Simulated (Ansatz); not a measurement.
# Si2Ni: the cost of one run

Program: Ansatz 0.2.0. Level of theory: DFT PBE, scalar-relativistic, plane waves, PAW. These are calculated values, not measurements.

The COD entry's cell or inner coordinates are ideal or old and differ from later refinements, so a difference from it is no clean test against experiment.

27 further runs of the same task are left out: 27 set aside as unsound or not needed. Runs told in other sessions of the task aren't counted.

### Step 1. Starting point

It takes space group Fm-3m (No. 225, cubic). The conventional cell has a = 5.098 Å, b = 5.098 Å, c = 5.098 Å, α = 90.00°, β = 90.00°, γ = 90.00°. Around Si (site symmetry -43m) lie 4 Ni at 2.21 Å. Ni (site symmetry m-3m) has 8 Si at 2.21 Å in its first shell of neighbours.

As a file:

```xyz
3
Lattice="0.0000 2.5488 2.5488 2.5488 0.0000 2.5488 2.5488 2.5488 0.0000" Properties=species:S:1:pos:R:3 pbc="T T T"
Si    1.2744    1.2744    1.2744
Si    3.8232    3.8232    3.8232
Ni    0.0000    0.0000    0.0000
```

### Step 2. Volume 11.039 Å³ an atom, total moment held at 0.875 muB a cell

input.yaml reads:

```yaml
crystal:
  lattice:
    - [0.0, 2.5488268344, 2.5488268344]
    - [2.5488268344, 0.0, 2.5488268344]
    - [2.5488268344, 2.5488268344, 0.0]
  atoms:
    - { symbol: Si, position: [0.25, 0.25, 0.25] }
    - { symbol: Si, position: [0.75, 0.75, 0.75] }
    - { symbol: Ni, position: [0.0, 0.0, 0.0], spin: 0.875 }
basis:
  ecutwfc: 520.0
kpoints:
  mp_grid: { grid: [14, 14, 14] }
hamiltonian:
  xc: pbe
  pseudopotentials: { kind: paw, azcp: { folder: soft_1 } }
scf:
  occupations: { method: gaussian, width: 0.15 }
  lower_state_search: "off"
output:
  forces: true
  stress: true
  eigenvalues: true
  populations: true
magnetization:
  spin_polarized: true
  initial_magnetization: 0.875
  spin_locking: { lock_magnetization: hard }
```

Launch:

```console
> ansatz run input.yaml --threads 2 --pin off --max-ram 4096MiB --backend cpu --events-out ev --progress --plain --runs-dir out
```

Q: Estimate wall time and peak memory on 2 threads of Arm Neoverse N1, shared host.

About 14 s, with a peak of 0.4 GiB.
